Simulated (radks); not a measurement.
**Exchange and kinetic functionals tested on atomic densities: In⁺, As³⁺, La³⁺, Sn³⁺**

Aim: take each self-consistent density and evaluate many functionals on it, against the exact exchange and kinetic energies of the same orbitals. Every spin shell is full or empty, so the densities are truly spherical.

The numbers are computed with radks (a radial shooting solver on a logarithmic mesh, Libxc functionals) version 1 (non-relativistic Kohn-Sham, exchange-only PBE, spin-polarised, spherical densities, point nucleus; open shells are filled with parallel spins first), except any that are marked as measured or tabulated.

### 1 The atom as given

| Quantity | Value |
| --- | --- |
| species | In⁺ ([Kr] 4d10 5s2), As³⁺ ([Ar] 3d10 4s2), La³⁺ ([Xe]), Sn³⁺ ([Kr] 4d10 5s1) |

### 2 In⁺, [Kr] 4d10 5s2

Settings of this run:

```text
Z 49
configuration [Kr] 4d10 5s2
relativity non-relativistic
functional pbe,
spin polarised
nucleus point
```

### 3 As³⁺, [Ar] 3d10 4s2

Settings of this run:

```text
Z 33
configuration [Ar] 3d10 4s2
relativity non-relativistic
functional pbe,
spin polarised
nucleus point
```

### 4 La³⁺, [Xe]

Settings of this run:

```text
Z 57
configuration [Xe]
relativity non-relativistic
functional pbe,
spin polarised
nucleus point
```

### 5 Sn³⁺, [Kr] 4d10 5s1

Settings of this run:

```text
Z 50
configuration [Kr] 4d10 5s1
relativity non-relativistic
functional pbe,
spin polarised
nucleus point
```

What does the calculation give? Wanted: for each run, error in magnitude; In⁺; As³⁺; La³⁺; Sn³⁺.

The runs gave:

| error in magnitude (%) | In⁺ | As³⁺ | La³⁺ | Sn³⁺ |
| --- | --- | --- | --- | --- |
| exchange, LDA | -4.87 | -5.63 | -4.63 | -4.88 |
| exchange, PBEsol | -2.26 | -2.47 | -2.18 | -2.28 |
| exchange, revPBE | -0.26 | -0.06 | -0.30 | -0.30 |
| exchange, PW91 | +0.02 | +0.17 | -0.01 | -0.03 |
| exchange, PW86 | -0.15 | +0.25 | -0.25 | -0.21 |
| exchange, OPTX | +1.23 | +0.95 | +1.35 | +1.23 |
| exchange, SCAN | +0.19 | +0.33 | +0.13 | +0.16 |
| exchange, r2SCAN | -0.08 | +0.07 | -0.14 | -0.11 |
| exchange, MS2 | -0.56 | -0.28 | -0.62 | -0.60 |
| kinetic, Thomas-Fermi | -5.32 | -6.10 | -5.14 | -5.29 |
| kinetic, von Weizsacker | -58.17 | -52.16 | -60.16 | -58.42 |
| kinetic, TF + vW/9 | -0.67 | -0.79 | -0.71 | -0.67 |
| kinetic, LC94 | +0.08 | -0.03 | +0.03 | +0.07 |
| kinetic, APBEK | +0.13 | +0.06 | +0.07 | +0.13 |
| kinetic, Perdew 92 | -0.66 | -0.78 | -0.70 | -0.66 |
| kinetic, Thakkar | -0.56 | -0.51 | -0.66 | -0.57 |
| kinetic, LKT | +19.34 | +22.57 | +18.22 | +19.21 |
| kinetic, PG1 | +15.20 | +17.86 | +14.27 | +15.09 |

**Reading.** Negative means that the magnitude is too small. For exchange the mean absolute error is least for PW91 (0.06 %) and largest for LDA (5.00 %). Among the orbital-free kinetic functionals LC94 (0.05 %) does best and von Weizsacker (57.23 %) worst. The functionals are evaluated on one density each, not self-consistently.
